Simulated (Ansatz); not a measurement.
# CdClHO: up Jacob's ladder to CCSD(T)

One table from this session's results is given with a row withheld; the runs are named, their logs left out.

Computed with Ansatz 0.2.0, Gaussian basis. Level: functionals in def2-TZVPP, the program's frozen cores in correlated methods.

The runs, in order: LDA (SPW92), PBE-D4, revPBE-D4, BLYP-D4, r2SCAN-D4, B97M-V, PBE0-D4, B3LYP-D4, r2SCANh-D4, r2SCAN0-D4, HSE06-D4, BHLYP-D4, CAM-B3LYP-D4, LC-ωPBE, ωB97X-V, ωB97M-V, B2PLYP, PBE-QIDH; CCSD(T)/def2-SVP; CCSD(T)/def2-TZVPP; CCSD(T)/def2-QZVPP; extrapolation to the limit; RPA on PBE.

## The relaxed structure

The geometry comes from an earlier relaxation with PBE0-D4 in a triple-zeta def2 set; it is a stationary point. Cd takes the def2 core potential; no spin-orbit term is included.

SMILES `[OH][Cd][Cl]`, 4 atoms, charge 0, spin multiplicity 1.

Atoms are counted from 1 here; the program's logs count them from 0.

Bond lengths: O1–Cd2 1.960 Å, O1–H4 0.960 Å, Cd2–Cl3 2.263 Å. Angles: Cd2–O1–H4 112.7°, O1–Cd2–Cl3 176.3°.

Geometry (Å):

```xyz
4
charge 0, multiplicity 1
O    -0.9427    0.7619   -0.7949
Cd    0.5137   -0.1319    0.1655
Cl    2.2870   -1.0714    1.2104
H    -1.8025    0.3811   -0.6012
```

Set-up of the first run:

in.yaml

```yaml
crystal:
  periodic: [false, false, false]
  atoms:
    - {symbol: O, position_ang: [-0.942667, 0.761850, -0.794890]}
    - {symbol: Cd, position_ang: [0.513684, -0.131874, 0.165509]}
    - {symbol: Cl, position_ang: [2.287012, -1.071375, 1.210380]}
    - {symbol: H, position_ang: [-1.802528, 0.381098, -0.601200]}
basis:
  gaussian: {orbitals: def2-TZVPP}
hamiltonian: {xc: lda}
output: {orbitals: {seedname: orbitals}}
```

Run with:

```
$ ansatz run in.yaml --threads 2 --pin off --events-out ev --progress --plain --max-ram 32768MiB --backend cpu
```

Among the steps run: LDA; PBE-D4 (GGA); revPBE-D4 (GGA); BLYP-D4 (GGA); r2SCAN-D4 (meta-GGA); B97M-V (meta-GGA); B3LYP-D4 (hybrid); r2SCANh-D4 (hybrid); r2SCAN0-D4 (hybrid); HSE06-D4 (hybrid); BHLYP-D4 (hybrid); CAM-B3LYP-D4 (range-separated); LC-ωPBE (range-separated); ωB97X-V (range-separated); ωB97M-V (range-separated); B2PLYP (double hybrid); PBE-QIDH (double hybrid).

One table of the session follows, with a row left open; its other results are not shown here.

It belongs to the step «Orbital energies across the functionals». 

| functional | HOMO (eV) | LUMO (eV) | gap (eV) |
| --- | --- | --- | --- |
| LDA (SPW92) | -7.01 | -2.98 | 4.03 |
| PBE-D4 | -6.76 | -2.69 | 4.06 |
| revPBE-D4 | -6.67 | -2.58 | 4.09 |
| BLYP-D4 | -6.67 | -2.69 | 3.98 |
| r2SCAN-D4 | -7.08 | -2.44 | 4.64 |
| B97M-V | -7.14 | -2.57 | 4.57 |
| PBE0-D4 | -8.34 | -1.80 | 6.54 |
| B3LYP-D4 | -8.09 | -2.15 | 5.94 |
| r2SCANh-D4 | -7.68 | -2.12 | 5.56 |
| r2SCAN0-D4 | -8.58 | -1.65 | 6.93 |
| HSE06-D4 | -7.93 | -2.17 | 5.76 |
| BHLYP-D4 | ? | ? | ? |
| CAM-B3LYP-D4 | -9.81 | -0.93 | 8.89 |
| LC-ωPBE | -11.16 | 0.39 | 11.55 |
| ωB97X-V | -10.81 | 0.20 | 11.01 |
| ωB97M-V | -10.73 | -0.04 | 10.69 |

**Question.** Estimate the row for BHLYP-D4.

Worked estimate for «HOMO (eV)». Against the share of exact exchange, BLYP-D4 (0, -6.67), B3LYP-D4 (0.2, -8.09) give a slope of -7.10 per unit share; at 0.5 the line stands at -10.22.

**Answer.** HOMO (eV): -9.81; LUMO (eV): -1.04; gap (eV): 8.77. In «HOMO (eV)» the line misses by -0.41.
